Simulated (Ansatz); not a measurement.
# Si2Mo: stress in a strained cell

Aim: deform Si2Mo (equal xx and yy strain of +1 %) and compute stress, forces and field gradients with LAPW, PAW and all-electron datasets made for the crystal.

Computed with Ansatz 0.2.0 (DFT PBEsol, scalar-relativistic, unless a step's input says otherwise).

## 1. The starting structure

The structure is tetragonal, space group I4/mmm (No. 139). The conventional cell has a = 3.200 Å, b = 3.200 Å, c = 7.861 Å, α = 90.00°, β = 90.00°, γ = 90.00°. Si (site symmetry 4mm) is surrounded by 5 Si at 2.61 to 2.63 Å and 5 Mo at 2.62 Å. Mo (site symmetry 4/mmm) is surrounded by 10 Si at 2.62 Å.

Coordinates:

```xyz
3
Lattice="-1.6000 1.6000 3.9305 1.6000 -1.6000 3.9305 1.6000 1.6000 -3.9305" Properties=species:S:1:pos:R:3 pbc="T T T"
Si    0.0000    0.0000    2.6177
Si    0.0000    0.0000    5.2433
Mo    0.0000    0.0000    0.0000
```

Atoms are numbered in the order of the input: Si1, Si2, Mo3.

## 2. The deformed structure

Space group I4/mmm before, I4/mmm after.

## 3. Full-potential LAPW

File input.yaml:

```yaml
crystal:
  lattice:
    - [-1.616, 1.616, 3.9305]
    - [1.616, -1.616, 3.9305]
    - [1.616, 1.616, -3.9305]
  atoms:
    - { symbol: Si, position: [0.333, 0.333, 0.0] }
    - { symbol: Si, position: [0.667, 0.667, 0.0] }
    - { symbol: Mo, position: [0.0, 0.0, 0.0] }
kpoints:
  mp_grid: { grid: [16, 16, 16] }
  band_path:
    path:
      - [0.0, 0.0, 0.0]
      - [0.0, 0.0, 0.5]
      - [0.25, 0.25, 0.25]
      - [0.0, 0.5, 0.0]
      - [0.0, 0.0, 0.0]
      - [0.5, 0.5, -0.5]
      - [0.2922597691, 0.7077402309, -0.2922597691]
      - [-0.2922597691, 0.2922597691, 0.2922597691]
      - [0.0, 0.0, 0.0]
    npoints: 5
scf:
  occupations: { method: fermi_dirac, width: 0.08 }
hamiltonian:
  xc: pbesol
  pseudopotentials: { kind: all_electron, lapw: { basis_error: 0.001 } }
output:
  forces: true
  stress: true
  eigenvalues: true
```

On the command line:

```bash
$ ansatz run input.yaml --threads 1 --pin off --max-ram 4096MiB --backend cpu --events-out ev --progress --plain --runs-dir out
```

Standard output (excerpt; [...] marks lines left out):

```text
LAPW: plane waves up to 7.639 Å⁻¹, error target 1.0e-3 eV per atom; small_component_spin mean_spin; Si in spheres of 1.171 Å, 12 of its electrons in bands, Dirac shells []; Mo in spheres of 1.447 Å, 24 of its electrons in bands, Dirac shells []
[...]
Pseudopotentials: kind: all_electron
Pseudopotential: Si, LAPW, valence charge 12, Koelling and Harmon's equation, gaussian nucleus
Pseudopotential: Mo, LAPW, valence charge 24, Koelling and Harmon's equation, gaussian nucleus
Functional definition: PBEsol
[...]
Crystal: 3 atoms, lattice volume = 41.057 Å³
Basis set: ecut = 222.34194891399068 eV, 309 PW (Γ), FFT grids on a1+a3, a2+a3, a3, exchange–correlation at level 2
Bands: 29, of which v1, the nominal top of the filled ones, is band 24 counted from 1 (23 counted from 0)
Symmetry: 16 space group operations
Space group: I4/mmm (ITA 139), of the structure as read, at distance tolerance 3.4e-5 Å
k-points: 349 of 4096
[...]
SCF iter   1: F=—  HF=-125877.922930 eV  |F-HF|=—  |Δ(HF+E_count)|=         —  Δρ=4.31e-2  dr2=9.13e-1  ethr=1.90e-3  ⟨swp⟩=2.0  Hψ=67170  notcnv=0
[...]
the basis was enlarged: its passes take 12.1 MiB over the memory plan, 1 of 1 planned eigensolver slots
[...]
SCF iter  10: F=-125877.015440 eV  HF=-125877.015440 eV  |F-HF|=1.52e-8  |Δ(HF+E_count)|=   6.38e-8  Δρ=3.16e-6  dr2=8.52e-9  ethr=5.20e-10  ⟨swp⟩=2.0  Hψ=28639  notcnv=0
[...]
NSCF: frozen V_eff on 41 k-points
SCF converged after 10 iterations
Free energy (F): -125877.015440 eV
[...]
E sigma→0 (E₀):  -125877.012313 eV
Entropy (-TS):   -0.006253 eV (-2.084 meV/atom)
Fermi energy:    17.585501 eV
[...]
--- Forces (eV/Å), atoms counted from 1 ---
  atom   1  Si    -0.00000000    -0.00000000     0.35039385
  atom   2  Si     0.00000000    -0.00000000    -0.35039385
  atom   3  Mo     0.00000000     0.00000000     0.00000000
[...]
--- Stress (GPa, compression-positive) ---
       -7.145430       0.000000      -0.000000
        0.000000      -7.145430       0.000000
       -0.000000       0.000000      -5.196216
  P = ⅓ Tr σ = -6.4957 GPa (-64.957 kbar)
--- Band table (eV; the first three rows and the last of 349) ---
[...]
```

Wall time 1.9 min (1 thread of Arm Neoverse V1, shared host); peak memory 1.1 GiB.

This run gives: pressure -6.50 GPa; no gap; largest force 0.350 eV/Å.

## 4. Frozen-core PAW

File input.yaml:

```yaml
crystal:
  lattice:
    - [-1.616, 1.616, 3.9305]
    - [1.616, -1.616, 3.9305]
    - [1.616, 1.616, -3.9305]
  atoms:
    - { symbol: Si, position: [0.333, 0.333, 0.0] }
    - { symbol: Si, position: [0.667, 0.667, 0.0] }
    - { symbol: Mo, position: [0.0, 0.0, 0.0] }
kpoints:
  mp_grid: { grid: [16, 16, 16] }
scf:
  occupations: { method: fermi_dirac, width: 0.08 }
hamiltonian:
  xc: pbesol
  pseudopotentials: { kind: paw }
output:
  forces: true
  stress: true
  eigenvalues: true
  efg: { contact_densities: true }
```

On the command line:

```bash
$ ansatz run input.yaml --threads 1 --pin off --max-ram 4096MiB --backend cpu --events-out ev --progress --plain --runs-dir out
```

Standard output (excerpt; [...] marks lines left out):

```text
Mo: output.efg is read without spin–orbit coupling, which moves field gradients at and beside such atoms by some per cent and up to a factor of two; PAW files take it under magnetization.noncollinear and magnetization.spin_orbit
[...]
Pseudopotentials: kind: paw
Pseudopotential: Si, paw, valence charge 4, recommended cutoff 420 eV (normal)
Pseudopotential: Mo, paw, valence charge 14, recommended cutoff 420 eV (normal)
Functional definition: PBEsol
[...]
Crystal: 3 atoms, lattice volume = 41.057 Å³
Basis set: ecut = 420 eV, 793 PW (Γ), exchange–correlation on 64×64×64 points (8 copies of the dense FFT grid, shifted against one another)
Bands: 15, of which v1, the nominal top of the filled ones, is band 11 counted from 1 (10 counted from 0)
Symmetry: 16 space group operations
Space group: I4/mmm (ITA 139), of the structure as read, at distance tolerance 3.4e-5 Å
k-points: 349 of 4096
[...]
--- Stress (GPa, compression-positive) ---
       -7.186394       0.000000       0.000000
        0.000000      -7.186394       0.000000
        0.000000       0.000000      -5.238584
  P = ⅓ Tr σ = -6.5371 GPa (-65.371 kbar)
--- PAW observables at the nuclei: V_zz in 10²¹ V/m², potentials from the cell's mean, atoms counted from 1 ---
  atom   1  Si V_zz =    -1.282754   η = 0.0000   by run symmetry: allowed
            electrostatic potential = -1367.615922 V   contact ρ = 12761.497857 e/Å³
  atom   2  Si V_zz =    -1.282754   η = 0.0000   by run symmetry: allowed
            electrostatic potential = -1367.615922 V   contact ρ = 12761.497857 e/Å³
  atom   3  Mo V_zz =    -6.802179   η = 0.0000   by run symmetry: allowed
            electrostatic potential = -6357.369913 V   contact ρ = 594297.905220 e/Å³
--- Band table (eV; the first three rows and the last of 349) ---
  k-point 0: bands = ["-45.1526", "-19.3256", "-19.2443", "-19.2443", "2.2276", "9.3086", "12.1583", "12.5687", "12.8719", "12.8719", "15.8755", "18.4194", "18.6673", "19.0255", "19.0255"]
[...]
```

Run time: 15 s. Hardware: 1 thread of Arm Neoverse V1, shared host; peak memory 0.5 GiB.

Result: pressure -6.54 GPa; no gap; largest force 0.351 eV/Å; Vzz Si1 -1.28 (η = 0.00), Mo3 -6.80 (η = 0.00) (10²¹ V/m²).

## 5. All-electron PAW on datasets made for the crystal

Edit input.yaml of step 4 so:

```diff
@@ -15,3 +15,3 @@
   xc: pbesol
-  pseudopotentials: { kind: paw }
+  pseudopotentials: { kind: all_electron, datasets: crystal }
 output:
```

On the command line:

```bash
$ ansatz run input.yaml --threads 1 --pin off --max-ram 4096MiB --backend cpu --events-out ev --progress --plain --runs-dir out
```

Standard output (excerpt; [...] marks lines left out):

```text
[...]
Mo: output.efg is read without spin–orbit coupling, which moves field gradients at and beside such atoms by some per cent and up to a factor of two; PAW files take it under magnetization.noncollinear and magnetization.spin_orbit
[...]
Pseudopotentials: kind: all_electron
Pseudopotential: Si, paw, valence charge 4, recommended cutoff 300 eV (normal), Koelling and Harmon's equation, gaussian nucleus
Pseudopotential: Mo, paw, valence charge 14, recommended cutoff 300 eV (normal), Koelling and Harmon's equation, gaussian nucleus
Functional definition: PBEsol
[...]
Crystal: 3 atoms, lattice volume = 41.057 Å³
Basis set: ecut = 300 eV, 495 PW (Γ), exchange–correlation on 54×54×54 points (8 copies of the dense FFT grid, shifted against one another)
Bands: 11, of which v1, the nominal top of the filled ones, is band 7 counted from 1 (6 counted from 0)
Symmetry: 16 space group operations
[...]
--- Stress (GPa, compression-positive) ---
       -7.146104       0.000000       0.000000
        0.000000      -7.146104       0.000000
       -0.000000      -0.000000      -5.196201
  P = ⅓ Tr σ = -6.4961 GPa (-64.961 kbar)
  It holds what live shells' own plane waves past their cutoff add
--- PAW observables at the nuclei: V_zz in 10²¹ V/m², potentials from the cell's mean, atoms counted from 1 ---
  atom   1  Si V_zz =    -1.255662   η = 0.0000   by run symmetry: allowed
            electrostatic potential = -1366.212503 V   contact ρ = 12770.389847 e/Å³
  atom   2  Si V_zz =    -1.255662   η = 0.0000   by run symmetry: allowed
            electrostatic potential = -1366.212503 V   contact ρ = 12770.389847 e/Å³
  atom   3  Mo V_zz =    -6.887077   η = 0.0000   by run symmetry: allowed
            electrostatic potential = -6355.581612 V   contact ρ = 594346.388889 e/Å³
--- Band table (eV; the first three rows and the last of 349) ---
  k-point 0: bands = ["4.3251", "11.4049", "14.2544", "14.6671", "14.9695", "14.9695", "17.9745", "20.5153", "20.7673", "21.1225"]
[...]
```

It took 63 s on 1 thread of Arm Neoverse V1, shared host; peak memory 0.85 GiB.

This run gives: pressure -6.50 GPa; no gap; largest force 0.350 eV/Å; Vzz Si1 -1.26 (η = 0.00), Mo3 -6.89 (η = 0.00) (10²¹ V/m²).

## 6. Side by side

Stress (GPa, compression positive):

| method | xx | yy | zz | yz | xz | xy |
| --- | --- | --- | --- | --- | --- | --- |
| LAPW | -7.15 | -7.15 | -5.20 | 0.00 | 0.00 | 0.00 |
| PAW | -7.19 | -7.19 | -5.24 | 0.00 | 0.00 | 0.00 |
| crystal datasets | -7.15 | -7.15 | -5.20 | 0.00 | 0.00 | 0.00 |

Forces (eV/Å):

| atom | LAPW x | LAPW y | LAPW z | PAW x | PAW y | PAW z | crystal datasets x | crystal datasets y | crystal datasets z |
| --- | --- | --- | --- | --- | --- | --- | --- | --- | --- |
| Si1 | 0.000 | 0.000 | 0.350 | 0.000 | 0.000 | 0.351 | 0.000 | 0.000 | 0.350 |
| Si2 | 0.000 | 0.000 | -0.350 | 0.000 | 0.000 | -0.351 | 0.000 | 0.000 | -0.350 |
| Mo3 | 0.000 | 0.000 | 0.000 | 0.000 | 0.000 | 0.000 | 0.000 | 0.000 | 0.000 |

| method | pressure (GPa) | largest force (eV/Å) | Vzz Si1 (10²¹ V/m²) | Vzz Mo3 (10²¹ V/m²) | SCF cycles, by the record's count |
| --- | --- | --- | --- | --- | --- |
| LAPW | -6.50 | 0.350 | – | – | 10 |
| PAW | -6.54 | 0.351 | -1.28 | -6.80 | 6 |
| crystal datasets | -6.50 | 0.350 | -1.26 | -6.89 | 11 |

## 7. Results

```
                                 quantity                                              value
                                 pressure  LAPW -6.50, PAW -6.54, crystal datasets -6.50 GPa
largest shear or deviatoric stress (LAPW)                                           1.30 GPa
```

What this shows: The largest part of the stress beyond the pressure is 1.30 GPa in size, in the zz component; the atoms are carried along and not relaxed. No run of the undeformed cell stands beside it, so pressure and stress hold what the given cell had before the change, as far as its symmetry allows. PAW: stress within 0.05 GPa of LAPW, forces within 1 meV/Å. Crystal datasets: stress within 0.01 GPa of LAPW, forces within 1 meV/Å.
